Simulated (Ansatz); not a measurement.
# HfMgO: the cost of one run

Method: DFT PBE, scalar-relativistic, plane waves, PAW, in Ansatz 0.2.0.

2 further runs of the same task are left out: 1 that didn't finish, 1 set aside as unsound or not needed.

### Step 1. The system as given

Symmetry: P4/mmm, No. 123, tetragonal system. The conventional cell has a = 3.472 Å, b = 3.472 Å, c = 3.543 Å, α = 90.00°, β = 90.00°, γ = 90.00°. Around Mg (site symmetry 4/mmm) lie 2 O at 1.77 Å. Hf (site symmetry 4/mmm) has 4 O at 2.45 Å as nearest neighbours. O (site symmetry 4/mmm) has 2 Mg at 1.77 Å and 4 Hf at 2.45 Å as nearest neighbours.

Structure file:

```
Mg Hf O
1.0
     3.47167    0.00000    0.00000
     0.00000    3.47167    0.00000
     0.00000    0.00000    3.54305
Mg Hf O
1 1 1
Direct
  0.50000 0.50000 0.50000
  0.00000 0.00000 0.00000
  0.50000 0.50000 0.00000
```

The cell is invented: species swapped into a database cell of HoCoC (P4/mmm, No. 123), with Hf on the Ho sites, Mg on the Co sites and O on the C sites. Its size is a rough estimate.

### Step 2. A first look at the guess

Input file input.yaml:

```yaml
crystal:
  lattice:
    - [3.47166768, 0.0, 0.0]
    - [0.0, 3.47166768, 0.0]
    - [0.0, 0.0, 3.54304911]
  atoms:
    - { symbol: Mg, position: [0.5, 0.5, 0.5] }
    - { symbol: Hf, position: [0.0, 0.0, 0.0] }
    - { symbol: O, position: [0.5, 0.5, 0.0] }
basis:
  ecutwfc: 420
kpoints:
  mp_grid: { grid: [6, 6, 6] }
hamiltonian:
  xc: pbe
scf:
  occupations: { method: gaussian, width: 0.1 }
  lower_state_search: "off"
output:
  forces: true
  stress: true
  eigenvalues: true
```

Command:

```sh
$ ansatz run input.yaml --threads 1 --pin off --max-ram 2560MiB --backend cpu --events-out ev --progress --plain --runs-dir out
```

**Question.** How long does this run take on 1 thread of Intel Xeon Platinum 8259CL at 2.50GHz (Skylake/Cascade Lake), shared host, and how much memory does it need?

About 2.9 s, with a peak of 0.37 GiB.
